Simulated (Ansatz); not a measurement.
I need a single point from an input written key by key of C₃H₅BClF, SMILES BC(Cl)C(=C)F. Use the Python package of Ansatz (0.2.0). Use: Hartree-Fock, def2-SVP basis, multiplicity 1.

`input.yaml`
```yaml
crystal:
  periodic: [false, false, false]
  atoms:
    - { symbol: B, position_ang: [-1.3817, -0.8118, -0.6814] }
    - { symbol: C, position_ang: [0.0553, -0.2176, -0.7732] }
    - { symbol: Cl, position_ang: [0.2355, 0.6931, -2.3045] }
    - { symbol: C, position_ang: [0.4112, 0.6982, 0.3961] }
    - { symbol: C, position_ang: [1.1728, 0.3159, 1.3619] }
    - { symbol: F, position_ang: [-0.3011, 1.9022, 0.4861] }
    - { symbol: H, position_ang: [-2.3175, -0.0156, -0.6917] }
    - { symbol: H, position_ang: [-1.5899, -1.9132, -0.6464] }
    - { symbol: H, position_ang: [0.7606, -1.0629, -0.7469] }
    - { symbol: H, position_ang: [1.6876, -0.6314, 1.3782] }
    - { symbol: H, position_ang: [1.3329, 0.9861, 2.2426] }
basis:
  gaussian: { orbitals: def2-SVP }
hamiltonian:
  xc: hf
output:
  forces: true
```

Script `c3h5bclf.py`:
```python
"""C3H5BClF through the session interface."""

import ansatz as az
import numpy as np

session = az.Session.from_deck("input.yaml")
report = session.plan(threads=1).execute().report

for key in ("converged", "free_energy_ev", "reference_energy_ev", "n_frozen", "n_occupied", "n_virtual"):
    print(f"{key:22s} {report[key]}")
symbols = ["B", "C", "Cl", "C", "C", "F", "H", "H", "H", "H", "H"]
field = report["mean_field"]
print("<S^2> =", round(abs(field["state"]["spin_squared"]), 4), " all-electron relativity setting:", field["relativity"])
print("passes:", field["passes"])
if "symmetry" in field:
    print("occupied orbitals by irrep:", field["symmetry"]["occupied"])

print("forces (eV/A)")
for symbol, f in zip(symbols, report["forces_ev_ang"]):
    print(f"  {symbol:2s} {f[0]:9.4f} {f[1]:9.4f} {f[2]:9.4f}")
charges = report["charge_distribution"]
print("dipole moment", round(4.803205 * float(np.linalg.norm(charges["dipole_moment_e_ang"])), 3), "D")
print("Mulliken:", [(s, round(q, 3)) for s, q in zip(symbols, charges["mulliken_charges_e"])])
```

```console
$ python c3h5bclf.py
converged              True
free_energy_ev         -19040.816634399376
reference_energy_ev    -19040.816634399376
n_frozen               0
n_occupied             [27, 27]
n_virtual              [86, 86]
<S^2> = 0.0  all-electron relativity setting: none
passes: {'evaluations': 12, 'products': 27}
occupied orbitals by irrep: [{'A': 27}, {'A': 27}]
forces (eV/A)
  B    -1.6068    3.0844   -0.4067
  C     1.3252    0.5134    1.0590
  Cl   -0.0622   -0.2148   -0.3515
  C    -3.0277    1.3189   -1.4941
  C     1.5162    0.9597    3.0103
  F     1.7175   -2.7568   -0.5155
  H     0.5056   -0.5707    0.1053
  H    -0.2336   -2.3067    0.1378
  H     0.0790    0.7549   -0.3090
  H     0.0128   -0.0176   -0.2725
  H    -0.2260   -0.7648   -0.9631
dipole moment 3.248 D
Mulliken: [('B', 0.332), ('C', -0.113), ('Cl', -0.165), ('C', 0.31), ('C', -0.142), ('F', -0.363), ('H', -0.05), ('H', -0.069), ('H', 0.09), ('H', 0.073), ('H', 0.096)]
```

Total energies depend on the basis set; only differences at equal settings carry meaning. The geometry is a force-field or estimated start, not a minimum of this method, and the basis set is short of its limit. Wall time of the script: 2.7 s on 1 thread of Intel(R) Xeon(R) Platinum 8488C (Sapphire Rapids), with other jobs on the host, peak memory 0.27 GiB.

(Lines on the test bed's own set-up are left out of the output.)
